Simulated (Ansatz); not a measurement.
What does this script print? It uses the Ansatz DFT code, driven from Python.

`csybcos3.py`
```python
# -*- coding: utf-8 -*-
"""D3 and D4 dispersion energy of CsYbCoS3, with no SCF."""

import ansatz
import numpy as np

vectors0 = np.array([
    [1.993704, -7.81066, 0.0],
    [1.993704, 7.81066, 0.0],
    [0.0, 0.0, 10.835764],
])
sites = [
    ("Cs", (0.264299, 0.735701, 0.25), 0.0),
    ("Cs", (0.735701, 0.264299, 0.75), 0.0),
    ("Yb", (0.0, 0.0, 0.5), 0.0),
    ("Yb", (0.0, 0.0, 0.0), 0.0),
    ("Co", (0.540959, 0.459041, 0.25), 3.2),
    ("Co", (0.459041, 0.540959, 0.75), 3.2),
    ("S", (0.614398, 0.385602, 0.421182), 0.0),
    ("S", (0.956987, 0.043013, 0.25), 0.0),
    ("S", (0.043013, 0.956987, 0.75), 0.0),
    ("S", (0.385602, 0.614398, 0.578818), 0.0),
    ("S", (0.385602, 0.614398, 0.921182), 0.0),
    ("S", (0.614398, 0.385602, 0.078818), 0.0),
]


def build(cell):
    crystal = ansatz.Crystal(lattice=ansatz.Lattice.of(cell))
    for symbol, position, moment in sites:
        crystal = crystal.atom(symbol, position, moment=moment or None)
    return crystal


def main():
    atoms = [(site[0], site[1]) for site in sites]
    print("dispersion energy and pressure at linear scale factors", (1.0, 1.05))
    for functional in (ansatz.Functional.PBE0, ansatz.Functional.HSE06):
        for method in ("d3bj", "d4"):
            damping = ansatz.dispersion_damping(method=method, xc=functional)
            line = []
            for scale in (1.0, 1.05):
                term = ansatz.pairwise_dispersion(vectors=(vectors0 * scale).tolist(), atoms=atoms, damping=damping, periodic=(True, True, True))
                line.append(f"{term.energy_ev / len(atoms):.4f} eV/atom, {np.trace(term.stress_gpa) / 3:.2f} GPa")
            print(functional.value, method, "|", " | ".join(line))
    print("charges of the D4 model in the last cell:", np.round(term.partial_charges_e, 3))


if __name__ == "__main__":
    main()
```

```console
$ python csybcos3.py
dispersion energy and pressure at linear scale factors (1.0, 1.05)
pbe0 d3bj | -0.2927 eV/atom, -1.65 GPa | -0.2531 eV/atom, -1.23 GPa
pbe0 d4 | -0.2242 eV/atom, -1.24 GPa | -0.1955 eV/atom, -0.93 GPa
hse06 d3bj | -0.3526 eV/atom, -1.98 GPa | -0.3053 eV/atom, -1.47 GPa
hse06 d4 | -0.2215 eV/atom, -1.22 GPa | -0.1933 eV/atom, -0.91 GPa
charges of the D4 model in the last cell: [ 0.784  0.784  0.822  0.822  0.126  0.126 -0.586 -0.559 -0.559 -0.586
 -0.586 -0.586]
```

The structure comes from a database and needn't be a stable phase.

(A comment or docstring line of the script was reworded after the run, the code is as it ran.)
